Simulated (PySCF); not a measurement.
# C12H14N2: electronic excitations at several levels of theory

How much do the electronic excitations of C12H14N2 (`CN1C=CC(=C2C=CN(C)C=C2)C=C1`) depend on the level of theory, and what does each level cost?

The runs use PySCF 2.14.0, with density-fitted response routines of our own; the level of theory stands in each step. All values are computed, except where a source is named. Atoms count from 0, in the outputs and in this text.

## (1) The starting structure

28 atoms, charge 0, multiplicity 1; geometry from: GFN2-xTB.

Bonds of the start (Å): C0–N1 1.43, N1–C2 1.38, C2–C3 1.34, C3–C4 1.45, C4–C5 1.37, C5–C6 1.45, C6–C7 1.34, C7–N8 1.38, N8–C9 1.43, N8–C10 1.38, C10–C11 1.34, C4–C12 1.45, C12–C13 1.34, C13–N1 1.38, C11–C5 1.45, C0–H14 1.09, C0–H15 1.10, C0–H16 1.09, C2–H17 1.08, C3–H18 1.08, C6–H19 1.08, C7–H20 1.08, C9–H21 1.09, C9–H22 1.10, C9–H23 1.09, C10–H24 1.08, C11–H25 1.08, C12–H26 1.08, C13–H27 1.08.

## (2) Relaxing the molecule at PBE0-D3(BJ)/def2-SVP

What the job is given:

```
{"job": {"xc": "PBE0", "basis": "def2-SVP", "d3": "d3bj", "grid": 2, "kind": "geom"}, "charge": 0, "multiplicity": 1}
C      4.978110     0.010100     0.119780
N      3.546730     0.095640     0.171770
C      2.812630    -0.798120     0.927110
C      1.474050    -0.855670     0.881350
C      0.686900     0.000320     0.013740
C     -0.686870     0.001080    -0.015160
C     -1.474050     0.855670    -0.881350
C     -2.812630     0.798120    -0.927110
N     -3.546740    -0.096020    -0.171380
C     -4.978160    -0.012420    -0.117440
C     -2.848710    -0.859200     0.744360
C     -1.511000    -0.841830     0.830640
C      1.511000     0.841830    -0.830640
C      2.848710     0.859200    -0.744360
H      5.394420     0.980200    -0.159120
H      5.318600    -0.740790    -0.605600
H      5.367270    -0.266920     1.098650
H      3.394460    -1.439640     1.572620
H      0.979530    -1.576050     1.511510
H     -0.979530     1.576050    -1.511510
H     -3.394460     1.439640    -1.572620
H     -5.394420    -0.980200     0.159120
H     -5.318900     0.726670     0.619840
H     -5.367270     0.266920    -1.098650
H     -3.458150    -1.486370     1.378380
H     -1.045970    -1.476200     1.566800
H      1.045970     1.476200    -1.566800
H      3.458150     1.486370    -1.378380
```

Standard output:

```text
step   0  E = -574.09507015  max force = 0.007720
step   1  E = -574.09723163  max force = 0.001576
step   2  E = -574.09731254  max force = 0.000949
step   3  E = -574.09734961  max force = 0.001379
step   4  E = -574.09740012  max force = 0.001018
step   5  E = -574.09741061  max force = 0.001709
step   6  E = -574.09744113  max force = 0.000271
step   7  E = -574.09744003  max force = 0.000606
step   8  E = -574.09744487  max force = 0.000123
optimisation converged
```

It took 14 min on 8 threads of Intel Xeon at 2.50GHz (Skylake/Cascade Lake), shared host.

Along the way:

```csv
step,energy from step 0 (eV),largest force component (eV/Å)
0,0.0000,0.3970
1,-0.0588,0.0810
2,-0.0610,0.0488
3,-0.0620,0.0709
4,-0.0634,0.0523
5,-0.0637,0.0879
6,-0.0645,0.0139
7,-0.0645,0.0312
8,-0.0646,0.0063
```

Close pairs (by a distance rule), those that changed most:

```csv
bond,before (Å),after (Å),change (Å)
C3–H18,1.077,1.090,+0.013
C11–H25,1.077,1.090,+0.013
C6–H19,1.077,1.090,+0.013
C12–H26,1.077,1.090,+0.013
C13–H27,1.080,1.092,+0.012
C7–H20,1.080,1.092,+0.012
C2–H17,1.080,1.092,+0.012
C10–H24,1.080,1.092,+0.012
```

The next job starts from the end point, and lists it.

```csv
at the end point,value
point group (found at 0.08 Å tolerance),C2h
"rotational constants (GHz, main isotopes)","2.783, 0.298, 0.270"
dipole moment (D),0.00
```

## (3) TDDFT and polarisability: CAM-B3LYP/def2-SVPD

What the job is given:

```
{"job": {"kind": "uv", "xc": "CAM-B3LYP", "basis": "def2-SVPD", "nstates": 12, "ntriplets": 4}, "charge": 0, "multiplicity": 1}
C      4.992330    -0.031103     0.079808
N      3.565956     0.101998     0.179286
C      2.828055    -0.762132     0.968912
C      1.478075    -0.816570     0.927563
C      0.690341     0.016319     0.030645
C     -0.690140    -0.016070    -0.030859
C     -1.479127     0.816300    -0.927274
C     -2.829105     0.761303    -0.968051
N     -3.566055    -0.103224    -0.178056
C     -4.992462     0.028716    -0.077409
C     -2.864256    -0.900706     0.708669
C     -1.515186    -0.888124     0.792283
C      1.516297     0.887951    -0.792076
C      2.865342     0.899949    -0.707945
H      5.440095     0.931569    -0.207766
H      5.304358    -0.790578    -0.663480
H      5.412063    -0.316434     1.055729
H      3.410923    -1.391025     1.644935
H      0.988583    -1.512770     1.608645
H     -0.990468     1.512781    -1.608630
H     -3.412624     1.389905    -1.643785
H     -5.439743    -0.935286     0.206537
H     -5.304559     0.785190     0.668904
H     -5.412637     0.317695    -1.052038
H     -3.475144    -1.558280     1.330475
H     -1.055933    -1.573338     1.504846
H      1.057765     1.573369    -1.504864
H      3.476927     1.557177    -1.329455
```

Method: TDDFT CAM-B3LYP/def2-SVPD, vertical, gas phase, core orbitals frozen in the response.

Standard output:

```text
coarse grid: 23840 points
cycle   1  E = -574.2573782091  dE =  2.895e+00  |g| = 4.906e-01  |ddm| = 2.909e+01
cycle   2  E = -574.2174629046  dE =  3.992e-02  |g| = 6.645e-01  |ddm| = 6.366e+00
cycle   3  E = -574.3335793149  dE = -1.161e-01  |g| = 1.114e-01  |ddm| = 3.070e+00
cycle   4  E = -574.3364364839  dE = -2.857e-03  |g| = 4.822e-02  |ddm| = 6.661e-01
cycle   5  E = -574.3370276181  dE = -5.911e-04  |g| = 6.942e-03  |ddm| = 3.559e-01
cycle   6  E = -574.3370417461  dE = -1.413e-05  |g| = 3.061e-03  |ddm| = 5.406e-02
cycle   7  E = -574.3370445746  dE = -2.828e-06  |g| = 8.477e-04  |ddm| = 1.544e-02
final grid: 231688 points
cycle   8  E = -574.4472534401  dE = -6.618e-05  |g| = 4.140e-03  |ddm| = 4.347e-01
cycle   9  E = -574.4472547416  dE = -1.301e-06  |g| = 3.767e-03  |ddm| = 4.964e-02
cycle  10  E = -574.4472581300  dE = -3.388e-06  |g| = 9.162e-04  |ddm| = 2.191e-02
cycle  11  E = -574.4472583144  dE = -1.844e-07  |g| = 3.354e-04  |ddm| = 4.416e-03
cycle  12  E = -574.4472583444  dE = -2.998e-08  |g| = 7.166e-05  |ddm| = 1.861e-03
cycle  13  E = -574.4472583456  dE = -1.211e-09  |g| = 1.388e-05  |ddm| = 3.631e-04
cycle  14  E = -574.4472583457  dE = -1.205e-10  |g| = 5.649e-06  |ddm| = 1.866e-04
converged SCF energy = -574.4472583457

Static polarisability (au): isotropic 206.910, principal 95.462 142.092 383.178

Singlet excitations
state   eV       nm        f      main configurations
  1   2.5126    493.4   0.00008   H->L+1 0.98
  2   3.2186    385.2   0.00000   H->L+4 0.96
  3   3.5130    352.9   1.02501   H->L 0.94
  4   3.6404    340.6   0.12363   H->L+2 0.79, H->L+5 0.13
  5   3.8726    320.2   0.00000   H->L+3 0.92
  6   4.2089    294.6   0.00000   H->L+6 0.95
  7   4.3920    282.3   0.00478   H->L+5 0.81, H->L+2 0.13
  8   4.7508    261.0   0.00053   H->L+7 0.96
  9   4.9381    251.1   0.00367   H->L+9 0.93
 10   4.9850    248.7   0.00000   H->L+8 0.90
 11   5.4007    229.6   0.00000   H->L+10 0.87
 12   5.5247    224.4   0.00000   H->L+11 0.94

Triplet excitations (Tamm-Dancoff, eV): 1.7179 2.0373 2.6337 3.5971
```

Wall time 8.7 min (8 threads of Intel Xeon at 2.50GHz (Skylake/Cascade Lake), shared host).

Frontier orbitals and where they lie:

```csv
orbital,eV,atoms
HOMO−3,-8.78,"C2 11 %, C13 11 %, C10 11 %"
HOMO−2,-8.62,"C10 11 %, C7 11 %, C2 11 %"
HOMO−1,-7.83,"N1 14 %, N8 14 %, C5 9 %"
HOMO,-4.47,"C5 13 %, C4 13 %, N1 11 %"
LUMO,0.86,"C5 12 %, C4 12 %, C13 8 %"
LUMO+1,0.98,"C3 9 %, C6 9 %, C11 9 %"
LUMO+2,1.34,"C9 13 %, C0 13 %, C10 5 %"
```

With each of the 12 states as a Gaussian band of 0.4 eV half-width at 1/e, the curve within the window shown has maxima at 352 nm (ε 46,000) L/(mol cm). Beyond the last state computed it falls off for lack of states. The curve at chosen wavelengths:

```csv
nm,ε (L/mol/cm)
213,1
230,43
248,178
265,248
283,749
300,4925
317,18469
335,38049
352,46072
370,38288
387,24460
404,12827
422,5526
439,2237
457,792
474,283
491,99
509,33
526,13
544,5
561,3
578,2
596,1
613,1
631,1
648,0
```

Further results of this job:

```csv
property,computed
dipole moment (D),0.00
polarisability (Å³),30.66
HOMO–LUMO gap (eV),5.33
−ε(HOMO) (eV),4.47
```

## (4) TDDFT and polarisability: PBE0/def2-SVPD

Settings changed since step 3:

```diff
@@ -1,2 +1,2 @@
-{"job": {"kind": "uv", "xc": "CAM-B3LYP", "basis": "def2-SVPD", "nstates": 12, "ntriplets": 4}, "charge": 0, "multiplicity": 1}
+{"job": {"kind": "uv", "xc": "PBE0", "basis": "def2-SVPD", "nstates": 12, "ntriplets": 4}, "charge": 0, "multiplicity": 1}
 C      4.992330    -0.031103     0.079808
```

With the program's defaults for keys left out, this is: TDDFT PBE0/def2-SVPD, vertical, gas phase, core orbitals frozen in the response.

Standard output:

```text
coarse grid: 23840 points
cycle   1  E = -573.9267512586  dE =  2.413e+00  |g| = 5.479e-01  |ddm| = 2.248e+01
cycle   2  E = -573.7327303639  dE =  1.940e-01  |g| = 9.944e-01  |ddm| = 7.189e+00
cycle   3  E = -574.0084585311  dE = -2.757e-01  |g| = 2.000e-01  |ddm| = 4.424e+00
cycle   4  E = -574.0187113466  dE = -1.025e-02  |g| = 4.700e-02  |ddm| = 1.044e+00
cycle   5  E = -574.0192607145  dE = -5.494e-04  |g| = 1.060e-02  |ddm| = 3.318e-01
cycle   6  E = -574.0192839548  dE = -2.324e-05  |g| = 3.442e-03  |ddm| = 7.125e-02
cycle   7  E = -574.0192863236  dE = -2.369e-06  |g| = 5.412e-04  |ddm| = 1.344e-02
final grid: 231688 points
cycle   8  E = -574.0963124951  dE = -7.259e-05  |g| = 8.985e-03  |ddm| = 5.782e-01
cycle   9  E = -574.0963088079  dE =  3.687e-06  |g| = 9.927e-03  |ddm| = 1.133e-01
cycle  10  E = -574.0963343468  dE = -2.554e-05  |g| = 2.046e-03  |ddm| = 5.038e-02
cycle  11  E = -574.0963353249  dE = -9.781e-07  |g| = 5.148e-04  |ddm| = 7.631e-03
cycle  12  E = -574.0963353901  dE = -6.517e-08  |g| = 1.957e-04  |ddm| = 2.988e-03
cycle  13  E = -574.0963353992  dE = -9.116e-09  |g| = 3.470e-05  |ddm| = 8.666e-04
cycle  14  E = -574.0963353995  dE = -2.808e-10  |g| = 9.651e-06  |ddm| = 2.224e-04
converged SCF energy = -574.0963353995

Static polarisability (au): isotropic 208.465, principal 95.659 144.163 385.574

Singlet excitations
state   eV       nm        f      main configurations
  1   2.2622    548.1   0.00001   H->L 1.00
  2   2.9165    425.1   0.00000   H->L+2 1.00
  3   3.3758    367.3   0.26158   H->L+3 0.71, H->L+1 0.26
  4   3.4618    358.1   0.80300   H->L+1 0.71, H->L+3 0.24
  5   3.5253    351.7   0.00000   H->L+4 0.98
  6   3.9905    310.7   0.00000   H->L+6 0.99
  7   4.0389    307.0   0.00814   H->L+5 0.95
  8   4.4459    278.9   0.00066   H->L+7 0.99
  9   4.5710    271.2   0.00000   H->L+8 0.98
 10   4.8664    254.8   0.00739   H->L+10 0.97
 11   5.0535    245.3   0.00000   H->L+9 0.91
 12   5.2105    238.0   0.00000   H->L+11 0.99

Triplet excitations (Tamm-Dancoff, eV): 1.7285 1.8541 2.4430 3.3600
```

Wall time 6.1 min (8 threads of Intel Xeon at 2.50GHz (Skylake/Cascade Lake), shared host).

Key values: HOMO -3.50 eV, LUMO -0.12 eV; lowest singlet 2.26 eV.

## (5) TDDFT and polarisability: PBE/def2-SVPD

Settings changed since step 4:

```diff
@@ -1,2 +1,2 @@
-{"job": {"kind": "uv", "xc": "PBE0", "basis": "def2-SVPD", "nstates": 12, "ntriplets": 4}, "charge": 0, "multiplicity": 1}
+{"job": {"kind": "uv", "xc": "PBE", "basis": "def2-SVPD", "nstates": 12, "ntriplets": 4}, "charge": 0, "multiplicity": 1}
 C      4.992330    -0.031103     0.079808
```

Method: TDDFT PBE/def2-SVPD, vertical, gas phase, core orbitals frozen in the response.

Standard output:

```text
coarse grid: 23840 points
cycle   1  E = -573.7710453948  dE =  1.865e+00  |g| = 7.449e-01  |ddm| = 2.951e+01
cycle   2  E = -573.0923480858  dE =  6.787e-01  |g| = 1.644e+00  |ddm| = 1.623e+01
cycle   3  E = -573.8569691073  dE = -7.646e-01  |g| = 5.441e-01  |ddm| = 1.473e+01
cycle   4  E = -573.9398155017  dE = -8.285e-02  |g| = 7.267e-02  |ddm| = 2.408e+00
cycle   5  E = -573.9408329175  dE = -1.017e-03  |g| = 3.873e-02  |ddm| = 6.012e-01
cycle   6  E = -573.9411310441  dE = -2.981e-04  |g| = 1.532e-02  |ddm| = 2.077e-01
cycle   7  E = -573.9411782681  dE = -4.722e-05  |g| = 2.243e-03  |ddm| = 4.782e-02
cycle   8  E = -573.9411792807  dE = -1.013e-06  |g| = 9.422e-04  |ddm| = 1.465e-02
final grid: 231688 points
cycle   9  E = -574.0472786700  dE = -9.079e-05  |g| = 1.641e-02  |ddm| = 8.871e-01
cycle  10  E = -574.0471297285  dE =  1.489e-04  |g| = 2.771e-02  |ddm| = 2.132e-01
cycle  11  E = -574.0472814823  dE = -1.518e-04  |g| = 1.486e-02  |ddm| = 1.292e-01
cycle  12  E = -574.0473547773  dE = -7.330e-05  |g| = 1.665e-03  |ddm| = 4.182e-02
cycle  13  E = -574.0473554108  dE = -6.334e-07  |g| = 5.873e-04  |ddm| = 6.621e-03
cycle  14  E = -574.0473554600  dE = -4.930e-08  |g| = 3.529e-04  |ddm| = 3.215e-03
cycle  15  E = -574.0473554955  dE = -3.543e-08  |g| = 5.141e-05  |ddm| = 1.428e-03
cycle  16  E = -574.0473554962  dE = -6.860e-10  |g| = 1.258e-05  |ddm| = 3.261e-04
converged SCF energy = -574.0473554962

Static polarisability (au): isotropic 215.071, principal 97.992 150.112 397.109

Singlet excitations
state   eV       nm        f      main configurations
  1   1.8776    660.3   0.00010   H->L 1.00
  2   2.4476    506.6   0.00000   H->L+2 0.99
  3   2.8564    434.1   0.02900   H->L+3 0.98
  4   2.9250    423.9   0.00000   H->L+4 1.00
  5   3.2135    385.8   0.84613   H->L+1 0.89
  6   3.4873    355.5   0.04361   H->L+5 0.95
  7   3.4928    355.0   0.00003   H->L+6 1.00
  8   3.8805    319.5   0.00076   H->L+7 1.00
  9   3.9519    313.7   0.00000   H->L+8 0.96
 10   4.4002    281.8   0.00000   H->L+9 0.84, H-1->L+1 0.10
 11   4.4913    276.1   0.01076   H->L+10 0.97
 12   4.6066    269.1   0.00066   H->L+11 0.98

Triplet excitations (Tamm-Dancoff, eV): 1.5921 1.7575 2.1404 2.8324
```

It took 4 min on 8 threads of Intel Xeon at 2.50GHz (Skylake/Cascade Lake), shared host.

This run: HOMO -2.80 eV, LUMO -1.04 eV; lowest singlet 1.88 eV.

## (6) TDDFT and polarisability: B3LYP/def2-SVPD

Settings changed since step 5:

```diff
@@ -1,2 +1,2 @@
-{"job": {"kind": "uv", "xc": "PBE", "basis": "def2-SVPD", "nstates": 12, "ntriplets": 4}, "charge": 0, "multiplicity": 1}
+{"job": {"kind": "uv", "xc": "B3LYP", "basis": "def2-SVPD", "nstates": 12, "ntriplets": 4}, "charge": 0, "multiplicity": 1}
 C      4.992330    -0.031103     0.079808
```

Method: TDDFT B3LYP/def2-SVPD, vertical, gas phase, core orbitals frozen in the response.

Standard output:

```text
coarse grid: 23840 points
cycle   1  E = -574.5641871484  dE =  2.280e+00  |g| = 5.930e-01  |ddm| = 3.037e+01
cycle   2  E = -574.3213859947  dE =  2.428e-01  |g| = 1.085e+00  |ddm| = 9.499e+00
cycle   3  E = -574.6528985785  dE = -3.315e-01  |g| = 2.644e-01  |ddm| = 6.188e+00
cycle   4  E = -574.6711958861  dE = -1.830e-02  |g| = 5.421e-02  |ddm| = 1.425e+00
cycle   5  E = -574.6718894106  dE = -6.935e-04  |g| = 1.632e-02  |ddm| = 3.641e-01
cycle   6  E = -574.6719430016  dE = -5.359e-05  |g| = 5.808e-03  |ddm| = 1.007e-01
cycle   7  E = -574.6719495611  dE = -6.560e-06  |g| = 7.689e-04  |ddm| = 2.072e-02
final grid: 231688 points
cycle   8  E = -574.7772592135  dE = -8.567e-05  |g| = 6.507e-03  |ddm| = 6.893e-01
cycle   9  E = -574.7772529975  dE =  6.216e-06  |g| = 8.237e-03  |ddm| = 8.814e-02
cycle  10  E = -574.7772698229  dE = -1.683e-05  |g| = 2.257e-03  |ddm| = 4.574e-02
cycle  11  E = -574.7772711368  dE = -1.314e-06  |g| = 3.587e-04  |ddm| = 9.099e-03
cycle  12  E = -574.7772711670  dE = -3.028e-08  |g| = 1.740e-04  |ddm| = 2.501e-03
cycle  13  E = -574.7772711739  dE = -6.835e-09  |g| = 2.903e-05  |ddm| = 6.312e-04
cycle  14  E = -574.7772711740  dE = -9.391e-11  |g| = 1.994e-05  |ddm| = 1.793e-04
converged SCF energy = -574.7772711740

Static polarisability (au): isotropic 211.128, principal 96.846 145.868 390.671

Singlet excitations
state   eV       nm        f      main configurations
  1   2.1716    570.9   0.00003   H->L 1.00
  2   2.8125    440.8   0.00000   H->L+2 1.00
  3   3.1391    395.0   0.05572   H->L+3 0.92
  4   3.2554    380.9   0.00000   H->L+4 0.99
  5   3.3743    367.4   0.96320   H->L+1 0.90
  6   3.7474    330.9   0.00000   H->L+6 0.99
  7   3.7765    328.3   0.01847   H->L+5 0.96
  8   4.1803    296.6   0.00063   H->L+7 0.99
  9   4.2979    288.5   0.00000   H->L+8 0.99
 10   4.6399    267.2   0.00840   H->L+10 0.98
 11   4.8117    257.7   0.00000   H->L+9 0.92
 12   4.9408    250.9   0.00000   H->L+11 0.99

Triplet excitations (Tamm-Dancoff, eV): 1.7423 1.8138 2.4039 3.1260
```

Run time: 6.4 min. Hardware: 8 threads of Intel Xeon at 2.50GHz (Skylake/Cascade Lake), shared host.

Key values: HOMO -3.36 eV, LUMO -0.32 eV; lowest singlet 2.17 eV.

## (7) Side by side: electronic excitations

Excitations and ground-state properties, with basis size and wall time:

```csv
run,lowest singlet (eV),brightest (eV),f,gap (eV),α (Å³),μ (D),functions,time
CAM-B3LYP/def2-SVPD,2.51,3.51,1.025,5.33,30.66,0.00,392,8.7 min
PBE0/def2-SVPD,2.26,3.46,0.803,3.38,30.89,0.00,392,6.1 min
PBE/def2-SVPD,1.88,3.21,0.846,1.76,31.87,0.00,392,4 min
B3LYP/def2-SVPD,2.17,3.37,0.963,3.04,31.29,0.00,392,6.4 min
```

## (8) Outcome

```
                                quantity                        value
                             point group                          C2h
    rotational constants (main isotopes)         2.78, 0.30, 0.27 GHz
    lowest singlet (CAM-B3LYP/def2-SVPD)  2.51 eV (493 nm), f = 0.000
brightest single state of those computed  state 3, 3.51 eV, f = 1.025
                          lowest triplet                      1.72 eV
             range of the lowest singlet              1.88 to 2.51 eV
```

**Reading.** Single values in the summary come from the first sound run of each kind (CAM-B3LYP/def2-SVPD), which need not be the best level. Relaxing lowered the energy by 0.065 eV in 8 steps; the close pair that moved most is C3–H18, from 1.077 to 1.090 Å. The first singlet state (HOMO→LUMO+1 0.98) lies at 2.51 eV and is dark; of the 12 states computed, the strongest absorption comes from state 3 at 3.51 eV. The lowest triplet lies 0.79 eV below the lowest singlet (triplets in Tamm-Dancoff, singlets in full TDDFT). The lowest singlet runs from 1.88 eV (PBE/def2-SVPD) to 2.51 eV (CAM-B3LYP/def2-SVPD), while the orbital gap spans 1.76 to 5.33 eV: the excitation energy moves far less from run to run than the orbital gap does. The lowest state need not be the same one in every run.
